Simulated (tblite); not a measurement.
# C4H10GeO3: the cost of one run

Computed with tblite 0.8.0 and PySCF 2.14.0, with density-fitted response routines of our own, on a single molecule in the gas phase. Atoms are numbered from 0 throughout.

## 1. The starting structure

18 atoms, charge 0, multiplicity 1; geometry from: force field or distance geometry start.

Bonds of the start (Å): C0–O1 1.40, O1–Ge2 1.74, Ge2–C3 1.94, Ge2–O4 1.80, O4–C5 1.40, C5–C6 1.52, C6–O7 1.42, O7–Ge2 1.80, C0–H8 1.11, C0–H9 1.10, C0–H10 1.11, C3–H11 1.11, C3–H12 1.09, C3–H13 1.12, C5–H14 1.11, C5–H15 1.09, C6–H16 1.12, C6–H17 1.10.

## 2. Relaxing the molecule with GFN2-xTB

What the job is given:

```
{"job": {"kind": "relax", "xc": "GFN2-xTB", "basis": "xTB"}, "charge": 0, "multiplicity": 1}
C      2.479500    -1.134800    -0.208900
O      1.792900    -0.242000     0.614500
Ge     0.286200     0.352700    -0.020400
C      0.322500     2.184100    -0.669400
O     -0.427900    -0.693300    -1.299600
C     -1.563600    -1.180900    -0.646500
C     -2.097400    -0.035100     0.204600
O     -1.084700     0.261200     1.149200
H      2.141000    -2.183400    -0.059900
H      2.447500    -0.845400    -1.268700
H      3.538800    -1.111800     0.115400
H     -0.234700     2.786100     0.079200
H     -0.149600     2.273700    -1.652700
H      1.379000     2.552800    -0.645400
H     -1.257600    -1.997100     0.042900
H     -2.324000    -1.567900    -1.323700
H     -2.211100     0.907800    -0.380600
H     -3.045700    -0.320300     0.693700
```

The run is started by

```
$ OMP_NUM_THREADS=1 python probes_run.py task.json out
```

One launch serves the whole session: the jobs run in the order shown.

**Question.** How long does this first job take on 1 thread of Arm Neoverse N1, shared host?

About 1.8 s.
